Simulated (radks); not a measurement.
**La⁵⁰⁺ in [He] 2s2 2p3: an all-electron calculation**

One table from this session's results is given with a row withheld; the runs are named, their logs left out.

Program: radks (a radial shooting solver on a logarithmic mesh, Libxc functionals) version 1. Level of theory: Dirac Kohn-Sham, Wu-Cohen GGA, spin-unpolarised, spherical densities, finite nucleus; open shells fill j = l - 1/2 first. These are calculated values, not measurements, unless marked.

### What is computed

* element: lanthanum (Z = 57)
* charge: +50
* electrons: 7
* configuration: [He] 2s2 2p3
* nuclear rms radius: 4.855 fm

The first run:

The run's settings:

```text
Z 57
configuration [He] 2s2 2p3 3s0 3p0 3d0
relativity Dirac
functional wc,pbe
spin unpolarised
j_filling energy
nucleus finite rms 4.855 fm
c 137.035999084
```

Started as:

```sh
> python run_ks.py task.json out
```

The same process makes all the runs of this session.

One of the session's tables, all rows but one given; the rest of the session is left out.

It belongs to the step «Shells». The radial density on a logarithmic grid:

| r (bohr) | 4πr²ρ (e/bohr) |
| --- | --- |
| 0.00110 | 3.006 |
| 0.00151 | 5.133 |
| 0.00210 | 8.718 |
| 0.00289 | 14.25 |
| 0.00398 | ? |
| 0.00552 | 34.28 |
| 0.00760 | 48.35 |
| 0.0105 | 62.40 |
| 0.0145 | 71.55 |
| 0.0200 | 69.91 |
| 0.0276 | 57.89 |
| 0.0383 | 45.40 |
| 0.0527 | 45.45 |
| 0.0726 | 52.25 |
| 0.101 | 44.42 |
| 0.139 | 21.16 |
| 0.191 | 4.531 |
| 0.265 | 0.3043 |

Q: Estimate the row for r (bohr) = 0.00398 from the others.

Worked estimate for «4πr²ρ (e/bohr)». A straight line through the neighbours (0.00289, 14.25) and (0.00552, 34.28) gives 14.25 + (34.28 − 14.25) × (0.00398 − 0.00289) / (0.00552 − 0.00289) = 22.55; a parabola fitted to 4 rows on both sides gives 22.87.

**Answer.** 4πr²ρ (e/bohr): 22.52. In «4πr²ρ (e/bohr)» the line misses by +0.03 and the parabola by +0.35.

To keep in mind: Spin polarisation and multiplet splitting are left out.
